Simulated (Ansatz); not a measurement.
# CH₄ISi+ (SMILES [SiH3][CH+]I): single points off equilibrium

One table from this session's results is given with a row withheld; the runs are named, their logs left out.

Program: Ansatz 0.2.0, Gaussian basis. Level of theory: single points in def2-TZVPP. These are calculated values, not measurements.

Correlated methods freeze the cores. Filled d shells of the heavier atoms are correlated. Core potentials replace the inner electrons past krypton, and spin-orbit coupling is left out.

## The starting structure

SMILES `[SiH3][CH+]I`, 7 atoms, charge 1, spin multiplicity 1.

Atoms are counted from 1 here; the program's logs count them from 0.

Bond lengths: Si1–C2 1.977 Å, Si1–H4 1.537 Å, Si1–H5 1.370 Å, Si1–H6 1.376 Å, C2–I3 1.985 Å, C2–H7 1.055 Å. Angles: C2–Si1–H4 97.2°, C2–Si1–H5 98.8°, C2–Si1–H6 109.0°, H4–Si1–H5 105.6°, H4–Si1–H6 110.9°, H5–Si1–H6 130.0°, Si1–C2–I3 125.2°, Si1–C2–H7 117.2°, I3–C2–H7 117.6°.

As a file:

| atom | x (Å) | y (Å) | z (Å) |
| --- | --- | --- | --- |
| Si1 | -0.7255 | 0.6456 | -0.1805 |
| C2 | 0.7801 | -0.6164 | 0.0436 |
| I3 | 1.7270 | -0.9743 | 1.7510 |
| H4 | -1.7347 | -0.3584 | -0.7603 |
| H5 | -0.2498 | 1.3515 | -1.2539 |
| H6 | -1.1282 | 1.0867 | 1.0588 |
| H7 | 1.1260 | -1.1124 | -0.8213 |

Set-up of the first run:

run/in.yaml

```yaml
crystal:
  periodic: [false, false, false]
  atoms:
    - {symbol: Si, position_ang: [-0.725500, 0.645600, -0.180500]}
    - {symbol: C, position_ang: [0.780100, -0.616400, 0.043600]}
    - {symbol: I, position_ang: [1.727000, -0.974300, 1.751000]}
    - {symbol: H, position_ang: [-1.734700, -0.358400, -0.760300]}
    - {symbol: H, position_ang: [-0.249800, 1.351500, -1.253900]}
    - {symbol: H, position_ang: [-1.128200, 1.086700, 1.058800]}
    - {symbol: H, position_ang: [1.126000, -1.112400, -0.821300]}
basis:
  gaussian: {orbitals: def2-TZVPP}
total_charge: 1
correlation: {method: ccsd_t}
output: {forces: true}
```

No record of the launch command was kept for these runs.

Steps of the session up to this table: CCSD(T)/def2-TZVPP; PBE0-D4/def2-TZVPP; wB97M-V/def2-TZVPP; r2SCAN-D4/def2-TZVPP; PBE-D4/def2-TZVPP; r2SCANh-D4/def2-TZVPP; CAM-B3LYP-D4/def2-TZVPP.

One table of the session follows, with a row left open; its other results are not shown here.

```
      method  RMS force component (eV/Å)  angle to CCSD(T) forces (°)
     CCSD(T)                       1.314                    reference
     PBE0-D4                       1.350                          5.4
     wB97M-V                       1.295                          3.8
   r2SCAN-D4                           ?                            ?
      PBE-D4                       1.368                         11.0
  r2SCANh-D4                       1.333                          6.2
CAM-B3LYP-D4                       1.315                          3.0
```

Q: Estimate the row for r2SCAN-D4 from the others.

As computed: RMS force component (eV/Å): 1.339; angle to CCSD(T) forces (°): 8.0. In the column «RMS force component (eV/Å)» it lies between r2SCANh-D4 (1.333) and PBE0-D4 (1.350).
